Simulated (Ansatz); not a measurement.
Geometry optimisation, DFT PBEsol, scalar-relativistic, plane waves, PAW (Ansatz 0.2.0).

Input file:

```yaml
crystal:
  lattice:
    - [7.67918, 0.0, 0.0]
    - [3.83959, 6.650365, 0.0]
    - [0.0, 0.0, 18.418765]
  atoms:
    - { symbol: H, position: [0.16666666, 0.16666666, 0.05429246] }
    - { symbol: H, position: [0.66666664, 0.16666666, 0.05429246] }
    - { symbol: H, position: [0.16666666, 0.66666663, 0.05429246] }
    - { symbol: H, position: [0.66666664, 0.66666663, 0.05429246] }
    - { symbol: Si, position: [0.16666666, 0.16666666, 0.13573114] }
    - { symbol: Si, position: [0.66666664, 0.16666666, 0.13573114] }
    - { symbol: Si, position: [0.16666666, 0.66666663, 0.13573114] }
    - { symbol: Si, position: [0.66666664, 0.66666663, 0.13573114] }
    - { symbol: Si, position: [-0.16666666, 0.33333332, 0.17828302] }
    - { symbol: Si, position: [0.33333332, 0.33333332, 0.17828302] }
    - { symbol: Si, position: [-0.16666666, 0.83333329, 0.17828302] }
    - { symbol: Si, position: [0.33333332, 0.83333329, 0.17828302] }
    - { symbol: Si, position: [-0.16666666, 0.33333332, 0.30593864] }
    - { symbol: Si, position: [0.33333332, 0.33333332, 0.30593864] }
    - { symbol: Si, position: [-0.16666666, 0.83333329, 0.30593864] }
    - { symbol: Si, position: [0.33333332, 0.83333329, 0.30593864] }
    - { symbol: Si, position: [0.0, 0.0, 0.34849052] }
    - { symbol: Si, position: [0.49999998, 0.0, 0.34849052] }
    - { symbol: Si, position: [0.0, 0.49999997, 0.34849052] }
    - { symbol: Si, position: [0.49999998, 0.49999997, 0.34849052] }
    - { symbol: Cl, position: [0.49999998, 0.0, 0.46684807] }
    - { symbol: H, position: [0.61111108, 0.27777776, 0.33165986] }
basis:
  ecutwfc: 420.0
kpoints:
  mp_grid: { grid: [2, 2, 1] }
hamiltonian:
  xc: pbesol
  pseudopotentials: { kind: paw, azcp: { folder: soft_1 } }
scf:
  occupations: { method: gaussian, width: 0.02 }
  lower_state_search: "off"
relax:
  f_tol: 0.03
  max_steps: 60
  adjacent_minimum: "off"
  constraints: [{ sites: [0, 1, 2, 3, 4, 5, 6, 7] }]
```

Launched with:

```bash
$ ansatz run input.yaml --threads 1 --pin off --max-ram 3072MiB --backend cpu --events-out ev --progress --plain --runs-dir out
```

Problem. Where does it end, and by what steps?

Solution. The run converged. The force dipped under the threshold on the way, but the program's further checks kept it going. Limits of this set-up: coarse k mesh, thin slab, slab without dipole correction, no dispersion correction for a molecule that may bind weakly, PAW files made for another functional. After 23 steps the energy has fallen by 2.429 eV; H22 moved furthest, 2.42 Å.

```json
{"step": "0", "energy less start (eV)": "0.0000", "largest force component (eV/Å)": "1.295", "accepted": "yes"}
{"step": "1", "energy less start (eV)": "-0.4495", "largest force component (eV/Å)": "1.165", "accepted": "yes"}
{"step": "2", "energy less start (eV)": "-0.7918", "largest force component (eV/Å)": "0.632", "accepted": "yes"}
{"step": "3", "energy less start (eV)": "-1.0498", "largest force component (eV/Å)": "0.589", "accepted": "yes"}
{"step": "4", "energy less start (eV)": "-1.2332", "largest force component (eV/Å)": "0.518", "accepted": "yes"}
{"step": "5", "energy less start (eV)": "-1.3387", "largest force component (eV/Å)": "0.336", "accepted": "yes"}
{"step": "6", "energy less start (eV)": "-1.4028", "largest force component (eV/Å)": "0.191", "accepted": "yes"}
{"step": "7", "energy less start (eV)": "-1.4776", "largest force component (eV/Å)": "0.252", "accepted": "yes"}
{"step": "8", "energy less start (eV)": "-1.5739", "largest force component (eV/Å)": "0.309", "accepted": "yes"}
{"step": "9", "energy less start (eV)": "-1.6685", "largest force component (eV/Å)": "0.639", "accepted": "yes"}
{"step": "10", "energy less start (eV)": "-1.7549", "largest force component (eV/Å)": "0.778", "accepted": "yes"}
{"step": "11", "energy less start (eV)": "-1.8683", "largest force component (eV/Å)": "0.719", "accepted": "yes"}
{"step": "12", "energy less start (eV)": "-2.0072", "largest force component (eV/Å)": "0.534", "accepted": "yes"}
{"step": "13", "energy less start (eV)": "-2.1577", "largest force component (eV/Å)": "0.401", "accepted": "yes"}
{"step": "14", "energy less start (eV)": "-2.2968", "largest force component (eV/Å)": "0.305", "accepted": "yes"}
{"step": "15", "energy less start (eV)": "-2.3631", "largest force component (eV/Å)": "0.301", "accepted": "yes"}
{"step": "16", "energy less start (eV)": "-2.3759", "largest force component (eV/Å)": "0.264", "accepted": "yes"}
{"step": "17", "energy less start (eV)": "-2.4058", "largest force component (eV/Å)": "0.120", "accepted": "yes"}
{"step": "18", "energy less start (eV)": "-2.4120", "largest force component (eV/Å)": "0.150", "accepted": "yes"}
{"step": "19", "energy less start (eV)": "-2.4193", "largest force component (eV/Å)": "0.072", "accepted": "yes"}
{"step": "20", "energy less start (eV)": "-2.4235", "largest force component (eV/Å)": "0.055", "accepted": "yes"}
{"step": "21", "energy less start (eV)": "-2.4275", "largest force component (eV/Å)": "0.055", "accepted": "yes"}
{"step": "22", "energy less start (eV)": "-2.4287", "largest force component (eV/Å)": "0.022", "accepted": "yes"}
{"step": "23", "energy less start (eV)": "-2.4287", "largest force component (eV/Å)": "0.022", "accepted": "yes"}
```

```xyz
22
Lattice="7.6792 0.0000 0.0000 3.8396 6.6504 0.0000 0.0000 0.0000 18.4188" Properties=species:S:1:pos:R:3
H 1.920 1.108 1.000
H 5.759 1.108 1.000
H 3.840 4.434 1.000
H 7.679 4.434 1.000
Si 1.920 1.108 2.500
Si 5.759 1.108 2.500
Si 3.840 4.434 2.500
Si 7.679 4.434 2.500
Si 0.078 2.234 3.394
Si 3.824 2.194 3.196
Si 1.911 5.550 3.218
Si 5.746 5.566 3.298
Si -0.360 1.762 5.886
Si 3.523 2.047 5.502
Si 1.747 5.442 5.534
Si 5.457 5.583 5.661
Si -0.288 -0.352 6.880
Si 3.642 -0.135 6.323
Si 1.449 3.104 5.606
Si 5.515 3.248 5.654
Cl 3.839 -0.014 8.397
H 5.742 3.261 4.142
```

The run took 4.5 min on 1 thread of Arm Neoverse V1, with other jobs on the host, peak memory 0.91 GiB.
